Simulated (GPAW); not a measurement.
# GeH2F (SMILES [F][GeH2]) at 3 levels

Wanted: a comparison of 3 runs (UAM05/real-space grid, UPBE/real-space grid, UPBE/dzp) of GeH2F. Input form: an ASE script.

The calculation is run with GPAW 26.7.0.

4 further runs of the same task are left out: 1 that didn't finish, 3 set aside as unsound or not needed. Runs told in other sessions of the task aren't counted.

## Step 1: The system as given

The species is GeH2F (4 atoms), meant as a doublet with charge 0. As SMILES, `[F][GeH2]`. The coordinates come from a PBE0-D4/def2-TZVP relaxation.

Bond lengths: F1–Ge2 1.745 Å, Ge2–H3 1.549 Å, Ge2–H4 1.549 Å. Angles: F1–Ge2–H3 105.4°, F1–Ge2–H4 105.4°, H3–Ge2–H4 113.3°.

## Step 2: Energy and one-electron properties at UAM05/real-space grid (scalar-relativistic datasets) (run 1)

fgeh2.xyz

```xyz
4

F      0.138200    -0.585400     1.442000
Ge     0.305700    -0.223200    -0.257100
H     -1.078800    -0.527800    -0.882000
H      0.690400     1.276000    -0.323100
```

calc.py

```python
import numpy as np
from ase.io import read
from ase.units import Debye
from gpaw import GPAW, setup_paths
from gpaw.atom.configurations import parameters
from gpaw.atom.generator import Generator

atoms = read('fgeh2.xyz')
atoms.set_cell([12.0, 12.0, 12.0])
atoms.center()
atoms.set_initial_magnetic_moments([0.5, 0.5, 0.0, 0.0])

for symbol in ['F', 'Ge', 'H']:
    Generator(symbol, xcname='AM05', scalarrel=True, nofiles=True, txt=None).run(**parameters[symbol])
setup_paths.insert(0, '.')

calc = GPAW(mode='fd',
            h=0.18,
            xc='AM05',
            occupations={'name': 'fermi-dirac', 'width': 0.0, 'fixmagmom': True},
            eigensolver='davidson',
            maxiter=100,
            symmetry='off',
            txt='-')
atoms.calc = calc

energy = atoms.get_potential_energy()
print(f'Energy: {energy:.5f} eV')
dipole = atoms.get_dipole_moment() / Debye
print(f'Dipole = {np.linalg.norm(dipole):.3f} D')
print('Moments:', atoms.get_magnetic_moments().round(3))

nsc = {}
for xc in ['revPBE', 'M06-L', 'PBE', 'WC', 'revTPSS']:
    nsc[xc] = energy + calc.get_xc_difference(xc)
    print(f'{xc:32} {nsc[xc]:12.4f} eV')
```

Launch:

```
$ python3 -u calc.py | tee calc.out
```

Output:

```text
[...]
Number of symmetries: 1
[...]
  Number of IBZ points: 1
[...]
Spin-components: 2 (collinear spins)
Bands:           10
[...]
  Valence electrons: 13.0
[...]
  Grid points: [68 68 68]
  Charge: 0.0  # |e|
[...]
    cutoffs:
[...]
occupation numbers:
  Fixed magnetic moment: 1.000
[...]
xc functional:
  name: AM05 with 2 nearest neighbor stencil
[...]
|iter     |     time |      energy | eigst |  dens |  magmom |
[...]
|iter:   1| 00:00:09 |  -15.126601 | +0.90 |       |  +0.9929|
[...]
|iter:  24| 00:02:18 |  -14.375731c| -7.44c| -5.89c|  +1.0000|
Converged in 24 steps
[...]
Energy contributions relative to reference atoms: (reference = -59748.078175)
Energy contributions:
  Kinetic:          25.148573
  Coulomb:         -25.352623
  Zero:              0.194110
  External:          0.000000
  Xc:              -14.365793
  Entropy:           0.000000
  Spinorbit:         0.000000
  ----------------------------
  Free energy:     -14.375731
  Extrapolated:    -14.375731
dipole moment: (0.024996, 0.099238, -0.399555)  # |e|*Ang
Total magnetic moment: (0.000000, 0.000000, 1.000000)
Local magnetic moments
|        x |        y |        z |
|----------|----------|----------|
| 0.000000 | 0.000000 | 0.056640 |  # F    0
| 0.000000 | 0.000000 | 0.219486 |  # Ge   1
| 0.000000 | 0.000000 | 0.025913 |  # H    2
| 0.000000 | 0.000000 | 0.025905 |  # H    3
Fermi levels: -2.741, -4.834
Eigenvalues  # (at kpt = [0.000, 0.000, 0.000])
| band index |      eig [eV] | occ [0-1] |      eig [eV] | occ [0-1] |
[...]
Gap: 2.865 eV
Transition (v -> c):
[...]
Moments: [0.057 0.219 0.026 0.026]
revPBE                              -108.7242 eV
M06-L                               -110.3269 eV
PBE                                 -102.6800 eV
WC                                   -85.6055 eV
revTPSS                              -97.1893 eV
```

Wall time 2.8 min (1 thread of Intel Xeon Platinum 8259CL at 2.50GHz (Skylake/Cascade Lake), shared host); peak memory 1.2 GiB.

## Step 3: The charge distribution at UPBE/real-space grid (scalar-relativistic datasets) (run 2)

run.xyz

```xyz
4

F      0.138200    -0.585400     1.442000
Ge     0.305700    -0.223200    -0.257100
H     -1.078800    -0.527800    -0.882000
H      0.690400     1.276000    -0.323100
```

run_sp.py

```python
import numpy as np
from ase.io import read
from ase.units import Debye
from gpaw import GPAW

# Geometry
system = read('run.xyz')
system.center(vacuum=4.5)
system.set_initial_magnetic_moments([0.5, 0.5, 0.0, 0.0])

# DFT calculator
calc = GPAW(mode='fd',
            xc='PBE',
            occupations={'name': 'fermi-dirac', 'width': 0.0, 'fixmagmom': True},
            maxiter=150,
            h=0.18,
            symmetry='off',
            txt='-')
system.calc = calc

energy = system.get_potential_energy()
print(f'Energy = {energy:.5f} eV')
forces = system.get_forces()
print('Forces (eV/Ang)')
for symbol, f in zip(system.symbols, forces):
    print(f'{symbol:2} {f[0]:9.4f} {f[1]:9.4f} {f[2]:9.4f}')
dipole = system.get_dipole_moment() / Debye
print(f'Dipole: {np.linalg.norm(dipole):.3f} D')
print('Moments:', system.get_magnetic_moments().round(3))
```

Launch:

```
$ python run_sp.py > run_sp.log
```

Output:

```text
[...]
Number of symmetries: 1
[...]
  Number of IBZ points: 1
[...]
Spin-components: 2 (collinear spins)
Bands:           10
[...]
  Valence electrons: 13.0
[...]
  Grid points: [60 60 64]
  Charge: 0.0  # |e|
[...]
    cutoffs:
[...]
occupation numbers:
  Fixed magnetic moment: 1.000
[...]
xc functional:
  name: PBE with 2 nearest neighbor stencil
[...]
|iter     |     time |      energy | eigst |  dens |  magmom |
[...]
|iter:   1| 00:00:06 |  -15.104148 | +0.88 |       |  +0.9925|
[...]
|iter:  13| 00:00:43 |  -14.303673c| -7.61c| -5.47c|  +1.0000|
Converged in 13 steps
[...]
Energy contributions relative to reference atoms: (reference = -59836.698962)
Energy contributions:
  Kinetic:          24.511082
  Coulomb:         -24.740892
  Zero:              0.220966
  External:          0.000000
  Xc:              -14.294829
  Entropy:           0.000000
  Spinorbit:         0.000000
  ----------------------------
  Free energy:     -14.303673
  Extrapolated:    -14.303673
dipole moment: (0.029262, 0.095119, -0.399103)  # |e|*Ang
Total magnetic moment: (0.000000, 0.000000, 1.000000)
Local magnetic moments
|        x |        y |        z |
|----------|----------|----------|
| 0.000000 | 0.000000 | 0.058698 |  # F    0
| 0.000000 | 0.000000 | 0.213118 |  # Ge   1
| 0.000000 | 0.000000 | 0.028140 |  # H    2
| 0.000000 | 0.000000 | 0.028129 |  # H    3
Fermi levels: -2.812, -4.921
Eigenvalues  # (at kpt = [0.000, 0.000, 0.000])
| band index |      eig [eV] | occ [0-1] |      eig [eV] | occ [0-1] |
[...]
Gap: 2.858 eV
Transition (v -> c):
[...]
Forces (eV/Ang)
F    -0.1887   -0.2837    0.8370
Ge    0.3346   -0.0907   -0.8296
H    -0.2990   -0.0597   -0.1092
H     0.0677    0.3197    0.0104
Dipole: 1.976 D
Moments: [0.059 0.213 0.028 0.028]
```

It took 44 s on 1 thread of Intel Xeon Platinum 8259CL at 2.50GHz (Skylake/Cascade Lake), shared host; peak memory 0.75 GiB.

## Step 4: Energy and one-electron properties at UPBE/dzp (scalar-relativistic datasets) (run 3)

run.py

```python
import numpy as np
from ase import Atoms
from ase.units import Debye
from gpaw import GPAW

# Atomic positions
molecule = Atoms(['F', 'Ge', 'H', 'H'],
    positions=[[  0.138200,  -0.585400,   1.442000],
               [  0.305700,  -0.223200,  -0.257100],
               [ -1.078800,  -0.527800,  -0.882000],
               [  0.690400,   1.276000,  -0.323100]])
molecule.center(vacuum=4.5)
molecule.set_initial_magnetic_moments([0.5, 0.5, 0.0, 0.0])

# GPAW settings
dft = GPAW(mode='lcao',
           basis='dzp',
           h=0.18,
           xc='PBE',
           occupations={'name': 'fermi-dirac', 'width': 0.0, 'fixmagmom': True},
           maxiter=150,
           symmetry='off',
           txt='-')
molecule.calc = dft

energy = molecule.get_potential_energy()
print(f'Energy                  {energy:.5f} eV')
forces = molecule.get_forces()
print('Forces (eV/Ang)')
for symbol, f in zip(molecule.symbols, forces):
    print(f'{symbol:2} {f[0]:9.4f} {f[1]:9.4f} {f[2]:9.4f}')
dipole = molecule.get_dipole_moment() / Debye
print(f'Dipole                  {np.linalg.norm(dipole):.3f} D')
print('Moments:', molecule.get_magnetic_moments().round(3))
```

Launch:

```
$ OMP_NUM_THREADS=1 python run.py
```

Output:

```text
[...]
Number of symmetries: 1
[...]
  Number of IBZ points: 1
[...]
basis functions: 36
Spin-components: 2 (collinear spins)
Bands:           10
[...]
  Valence electrons: 13.0
[...]
  Grid points: [60 60 64]
  Charge: 0.0  # |e|
[...]
    cutoffs:
[...]
occupation numbers:
  Fixed magnetic moment: 1.000
[...]
xc functional:
  name: PBE with 2 nearest neighbor stencil
[...]
|iter     |     time |      energy | eigst |  dens |  magmom |
[...]
|iter:   1| 00:00:09 |  -13.605839 |      c|       |  +0.9989|
[...]
|iter:  10| 00:00:24 |  -12.984550c|      c| -4.42c|  +1.0000|
Converged in 10 steps
[...]
Energy contributions relative to reference atoms: (reference = -59836.698962)
Energy contributions:
  Kinetic:          31.514209
  Coulomb:         -29.566497
  Zero:              0.298889
  External:          0.000000
  Xc:              -15.231152
  Entropy:           0.000000
  Spinorbit:         0.000000
  ----------------------------
  Free energy:     -12.984550
  Extrapolated:    -12.984550
dipole moment: (0.037169, 0.088561, -0.402992)  # |e|*Ang
Total magnetic moment: (0.000000, 0.000000, 1.000004)
Local magnetic moments
|        x |        y |        z |
|----------|----------|----------|
| 0.000000 | 0.000000 | 0.072307 |  # F    0
| 0.000000 | 0.000000 | 0.217236 |  # Ge   1
| 0.000000 | 0.000000 | 0.027659 |  # H    2
| 0.000000 | 0.000000 | 0.027656 |  # H    3
Fermi levels: -2.310, -4.631
Eigenvalues  # (at kpt = [0.000, 0.000, 0.000])
| band index |      eig [eV] | occ [0-1] |      eig [eV] | occ [0-1] |
[...]
Gap: 3.314 eV
Transition (v -> c):
[...]
Forces (eV/Ang)
F    -0.1860   -0.3649    1.4452
Ge    0.5222   -0.1485   -1.1559
H    -0.4847   -0.0635   -0.2467
H     0.0953    0.5333   -0.0523
Dipole                  1.990 D
Moments: [0.072 0.217 0.028 0.028]
```

Wall time 25 s (1 thread of Intel Xeon Platinum 8259CL at 2.50GHz (Skylake/Cascade Lake), shared host); peak memory 0.82 GiB.

## Step 5: All runs side by side

| run | level | box rule | solver | energy (Eh) | dipole moment (D) | HOMO energy (eV) | LUMO energy (eV) | wall time |
| --- | --- | --- | --- | --- | --- | --- | --- | --- |
| 1 | UAM05/real-space grid (scalar-relativistic datasets) | cube | davidson | -2196.229673 | 1.98 | -5.50 | -4.17 | 2.8 min |
| 2 | UPBE/real-space grid (scalar-relativistic datasets) | center | – | -2199.483778 | 1.98 | -5.60 | -4.24 | 44 s |
| 3 | UPBE/dzp (scalar-relativistic datasets) | center | – | -2199.435302 | 1.99 | -5.30 | -3.97 | 25 s |

## Step 6: What came out

| quantity | value |
| --- | --- |
| run 3: energy as printed (from the program's reference atoms) | -12.9846 eV |
| run 3: dipole moment | 1.99 D |
| run 3: HOMO energy (highest over α and β) | -5.30 eV |
| run 3: LUMO energy (lowest over α and β) | -3.97 eV |
| run 3: largest force on an atom | 1.502 eV/Å |

**Reading.** The dipole moment (its size) runs from 1.98 D (UPBE/real-space grid) to 1.99 D (UPBE/dzp). Totals of different functionals can't be ranked against each other. All runs together took 3.9 min, the longest 2.8 min.
